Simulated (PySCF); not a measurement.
# GeNBr: structure of the singlet

Where does singlet GeNBr go from a bent start, is the end point a minimum, and what are its modes, charges and moments?

Computed with PySCF 2.14.0. Level: PBE0, basis Ge def2-TZVP, N def2-TZVP, Br def2-TZVP, no relativity, density fitting.

**1. The system as given**

3 atoms, charge 0, spin multiplicity 1.

Bond lengths: Ge1–N2 1.710 Å, Ge1–Br3 2.350 Å. Angles: N2–Ge1–Br3 110.0°.

Z-matrix (Å, degrees; charge 0 multiplicity 1):
```
Ge
N  1 1.7100
Br 1 2.3500 2 110.00
```

**2. Finding the electronic state**

One driver script runs all steps and calls PySCF; scf.py shows how it sets up the SCF of each step. The optimiser is the driver's own. After this first run the driver tries any further starts and a stability analysis.

scf.py

```python
from pyscf import gto, scf, dft
mol = gto.M(atom='''
Ge     0.000000     0.000000     0.000000
N     -1.400700     0.000000     0.980800
Br     1.925000     0.000000     1.347900''',
    basis={'Ge': 'def2-TZVP', 'N': 'def2-TZVP', 'Br': 'def2-TZVP'},
    charge=0, spin=0)
mf = dft.RKS(mol, xc='PBE0')
mf.grids.atom_grid = (50, 194)
aux = {'Ge': 'def2-universal-JKFIT', 'N': 'def2-universal-JKFIT', 'Br': 'def2-universal-JKFIT'}
mf = mf.density_fit(auxbasis=aux)
mf.conv_tol = 1e-08
mf.diis_space = 10
mf.max_cycle = 60
mf.init_guess = 'minao'
mf.verbose = 4
mf.kernel()
```

On the command line:

```console
OMP_NUM_THREADS=4 python axn.py task.json out
```

Further steps of the session: Relaxation: bent start, singlet; Vibrations and properties at this point.

**Question.** What will these runs give? Wanted: minimum; geometry; wavenumbers; dipole moment; highest occupied, lowest empty level; polar-tensor charge of Ge1; zero-point energy; atomisation energy.

**Answer**, as computed:

| quantity | value |
| --- | --- |
| minimum | singlet, C∞v |
| geometry | Ge–Br 2.253 Å, Ge–N 1.637 Å; Br–Ge–N 180.0° |
| wavenumbers (cm⁻¹) | 101 (π), 308 (σ+), 1043 (σ+) |
| dipole moment | 3.95 D |
| highest occupied, lowest empty level | -7.72, -3.42 eV |
| polar-tensor charge of Ge1 | +0.60 e |
| zero-point energy | 9.3 kJ/mol |
| entropy at 298.15 K | 283.9 J/(mol K) |
| atomisation energy (no zero-point energy) | 560 kJ/mol |

**Reading.** From Cs at the start the molecule goes to a C∞v minimum. The strongest infrared band lies at 101 cm⁻¹ (π, bend). Other starts or spin states, not run here, may lie lower.
